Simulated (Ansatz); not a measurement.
# TlH4: the cost of one run

Computed with Ansatz 0.2.0 (DFT PBE, scalar-relativistic, plane waves, PAW, unless a step's input says otherwise).

2 further runs of the same task are left out: 1 that didn't finish, 1 set aside as unsound or not needed.

### 1 Starting point

It takes space group Pm-3m (No. 221, cubic). Conventional cell: a = 4.014 Å, b = 4.014 Å, c = 4.014 Å, α = 90.00°, β = 90.00°, γ = 90.00°. Tl (site symmetry m-3m) is surrounded by 6 H at 2.01 Å. H (site symmetry m-3m) is surrounded by 12 H at 2.84 Å. H (site symmetry 4/mmm) is surrounded by 2 Tl at 2.01 Å.

Coordinates:

```cif
data_structure
_symmetry_space_group_name_H-M 'P 1'
_symmetry_Int_Tables_number 1
_cell_length_a 4.0138
_cell_length_b 4.0138
_cell_length_c 4.0138
_cell_angle_alpha 90.000
_cell_angle_beta 90.000
_cell_angle_gamma 90.000
_cell_volume 64.67
loop_
_atom_site_label
_atom_site_type_symbol
_atom_site_fract_x
_atom_site_fract_y
_atom_site_fract_z
_atom_site_occupancy
Tl1 Tl 0.50000 0.50000 0.50000 1
H1 H 0.00000 0.00000 0.00000 1
H2 H 0.50000 0.50000 0.00000 1
H3 H 0.50000 0.00000 0.50000 1
H4 H 0.00000 0.50000 0.50000 1
```

Recipe of the guess: species swapped into a database cell of Mn4N (Pm-3m, No. 221). Its size is a rough estimate.

### 2 A first look at the guess

input.yaml

```yaml
crystal:
  lattice:
    - [4.01384412, 0.0, 0.0]
    - [0.0, 4.01384412, 0.0]
    - [0.0, 0.0, 4.01384412]
  atoms:
    - { symbol: Tl, position: [0.5, 0.5, 0.5] }
    - { symbol: H, position: [0.0, 0.0, 0.0] }
    - { symbol: H, position: [0.5, 0.5, 0.0] }
    - { symbol: H, position: [0.5, 0.0, 0.5] }
    - { symbol: H, position: [0.0, 0.5, 0.5] }
basis:
  ecutwfc: 420
kpoints:
  mp_grid: { grid: [4, 4, 4] }
hamiltonian:
  xc: pbe
scf:
  occupations: { method: gaussian, width: 0.1 }
  lower_state_search: "off"
output:
  forces: true
  stress: true
  eigenvalues: true
```

On the command line:

```sh
$ ansatz run input.yaml --threads 1 --pin off --max-ram 2560MiB --backend cpu --events-out ev --progress --plain --runs-dir out
```

What time and memory should one allow on 1 thread of Intel Xeon at 2.70GHz, shared host?

About 1.2 s, with a peak of 0.3 GiB.
